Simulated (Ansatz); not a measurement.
# InGa3P4: the cost of one run

Computed with Ansatz 0.2.0 (DFT PBEsol, scalar-relativistic, plane waves, PAW, unless a step's input says otherwise).

**1. The structure to begin with**

Symmetry: P-43m, No. 215, cubic system. The conventional cell has a = 5.553 Å, b = 5.553 Å, c = 5.553 Å, α = 90.00°, β = 90.00°, γ = 90.00°. Around In (site symmetry -43m) lie 4 P at 2.40 Å. Around Ga (site symmetry -42m) lie 4 P at 2.40 Å. Around P (site symmetry 3m) lie 1 In at 2.40 Å and 3 Ga at 2.40 Å.

As a file:

```cif
data_structure
_symmetry_space_group_name_H-M 'P-43m'
_symmetry_Int_Tables_number 215
_cell_length_a 5.5531
_cell_length_b 5.5531
_cell_length_c 5.5531
_cell_angle_alpha 90.000
_cell_angle_beta 90.000
_cell_angle_gamma 90.000
_cell_volume 171.24
loop_
_atom_site_label
_atom_site_type_symbol
_atom_site_symmetry_multiplicity
_atom_site_Wyckoff_symbol
_atom_site_fract_x
_atom_site_fract_y
_atom_site_fract_z
_atom_site_occupancy
In1 In 1 b 0.50000 0.50000 0.50000 1
Ga1 Ga 3 d 0.00000 0.00000 0.50000 1
P1 P 4 e 0.75000 0.75000 0.75000 1
```

(A quick probe on a coarse mesh, which set the mesh and smearing, is not shown.)

**3. Coarse relaxation**

Contents of input.yaml:

```yaml
crystal:
  lattice:
    - [5.553125, 0.0, 0.0]
    - [0.0, -5.553125, 0.0]
    - [0.0, 0.0, -5.553125]
  atoms:
    - { symbol: In, position: [0.0, 0.5, 0.5] }
    - { symbol: Ga, position: [0.5, 0.0, 0.5] }
    - { symbol: Ga, position: [0.5, 0.5, 0.0] }
    - { symbol: Ga, position: [0.0, 0.0, 0.0] }
    - { symbol: P, position: [0.25, 0.25, 0.25] }
    - { symbol: P, position: [0.75, 0.75, 0.25] }
    - { symbol: P, position: [0.75, 0.25, 0.75] }
    - { symbol: P, position: [0.25, 0.75, 0.75] }
basis:
  ecutwfc: 420
kpoints:
  mp_grid: { grid: [4, 4, 4] }
hamiltonian:
  xc: pbesol
scf:
  occupations: { method: gaussian, width: 0.1 }
output:
  forces: true
  stress: true
  eigenvalues: true
relax:
  adjacent_minimum: "off"
  f_tol: 0.05
  max_steps: 80
  cell: { stress_tol: 0.5 }
```

The run is started by

```sh
ansatz run input.yaml --threads 2 --pin off --max-ram 5120MiB --backend cpu --events-out ev --progress --plain --runs-dir out
```

Q: Estimate wall time and peak memory on 2 threads of Arm Neoverse V1, shared host.

About 20 s, with a peak of 0.44 GiB.
